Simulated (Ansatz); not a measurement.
# C₂H₁₀NPSi: a ladder of functionals and wavefunction methods

An exercise on one series of results from a longer session: the logs are not shown, and one member is left open.

The runs use Ansatz 0.2.0, Gaussian basis; functionals in def2-TZVPP, the program's frozen cores in correlated methods.

Levels to be run: PBE-D4, r2SCAN-D4, PBE0-D4, B3LYP-D4, ωB97X-V, ωB97M-V, B2PLYP; CCSD(T)/def2-TZVPP; MP2/def2-QZVPP; extrapolation to the limit.

## Structure used throughout

All runs share one geometry, relaxed beforehand with PBE0-D4 in a triple-zeta def2 set.

SMILES `CC([SiH3])NP`, 15 atoms, charge 0, spin multiplicity 1.

Atoms are counted from 1 here; the program's logs count them from 0.

Bond lengths: C1–C2 1.524 Å, C1–H6 1.093 Å, C1–H7 1.095 Å, C1–H8 1.092 Å, C2–Si3 1.904 Å, C2–N4 1.454 Å, C2–H9 1.104 Å, Si3–H10 1.486 Å, Si3–H11 1.490 Å, Si3–H12 1.485 Å, N4–P5 1.691 Å, N4–H13 1.011 Å, P5–H14 1.432 Å, P5–H15 1.419 Å. Angles: C2–C1–H6 111.0°, C2–C1–H7 110.6°, C2–C1–H8 111.4°, H6–C1–H7 107.6°, H6–C1–H8 108.6°, H7–C1–H8 107.6°, C1–C2–Si3 109.8°, C1–C2–N4 109.5°, C1–C2–H9 107.8°, Si3–C2–N4 113.3°, Si3–C2–H9 105.0°, N4–C2–H9 111.2°, C2–Si3–H10 111.2°, C2–Si3–H11 105.0°, C2–Si3–H12 113.4°, H10–Si3–H11 108.8°, H10–Si3–H12 110.4°, H11–Si3–H12 107.7° and more.

The first run:

Contents of in.yaml:

```yaml
crystal:
  periodic: [false, false, false]
  atoms:
    - {symbol: C, position_ang: [-1.297125, 0.509560, 1.177394]}
    - {symbol: C, position_ang: [-0.039131, 0.460496, 0.317749]}
    - {symbol: Si, position_ang: [1.148129, -0.870016, 0.985625]}
    - {symbol: N, position_ang: [-0.409059, 0.254408, -1.073259]}
    - {symbol: P, position_ang: [0.662246, -0.491450, -2.148444]}
    - {symbol: H, position_ang: [-1.828469, -0.445100, 1.147515]}
    - {symbol: H, position_ang: [-1.983140, 1.281483, 0.811912]}
    - {symbol: H, position_ang: [-1.059521, 0.744492, 2.217078]}
    - {symbol: H, position_ang: [0.498872, 1.415310, 0.450529]}
    - {symbol: H, position_ang: [0.629686, -2.236299, 0.717695]}
    - {symbol: H, position_ang: [1.184358, -0.650931, 2.459396]}
    - {symbol: H, position_ang: [2.535388, -0.734123, 0.474373]}
    - {symbol: H, position_ang: [-1.032037, 0.967339, -1.426486]}
    - {symbol: H, position_ang: [1.223033, 0.585377, -2.908344]}
    - {symbol: H, position_ang: [-0.255028, -0.841245, -3.173536]}
basis:
  gaussian: {orbitals: def2-TZVPP}
hamiltonian: {xc: pbe, dispersion: d4}
output: {forces: true, orbitals: {seedname: orbitals}}
```

On the command line:

```bash
$ ansatz run in.yaml --threads 2 --pin off --events-out ev --progress --plain --max-ram 32768MiB --backend cuda --devices 0, --max-vram 18GiB
```

Steps of the session up to this table: PBE-D4 (GGA); r2SCAN-D4 (meta-GGA); PBE0-D4 (hybrid); B3LYP-D4 (hybrid); ωB97X-V (range-separated); ωB97M-V (range-separated); B2PLYP (double hybrid); CCSD(T) in def2-TZVPP; MP2 in def2-QZVPP.

One table of the session follows, with a row left open; its other results are not shown here.

It belongs to the step «Atomisation energies». 

```
            method  atomisation energy (kJ/mol)
            PBE-D4                       5109.3
         r2SCAN-D4                       5037.2
           PBE0-D4                       5048.6
          B3LYP-D4                       5075.5
           ωB97X-V                       5095.4
           ωB97M-V                       5083.9
            B2PLYP                            ?
     HF/def2-TZVPP                       3637.9
    MP2/def2-TZVPP                       4913.2
   CCSD/def2-TZVPP                       4845.5
CCSD(T)/def2-TZVPP                       4908.8
           MP2/CBS                       5052.0
       CCSD(T)/CBS                       5047.6
```

**Question.** Estimate the row for B2PLYP.

The run gave: atomisation energy (kJ/mol): 4989.5. In the column «atomisation energy (kJ/mol)» it lies between MP2/def2-TZVPP (4913.2) and r2SCAN-D4 (5037.2).
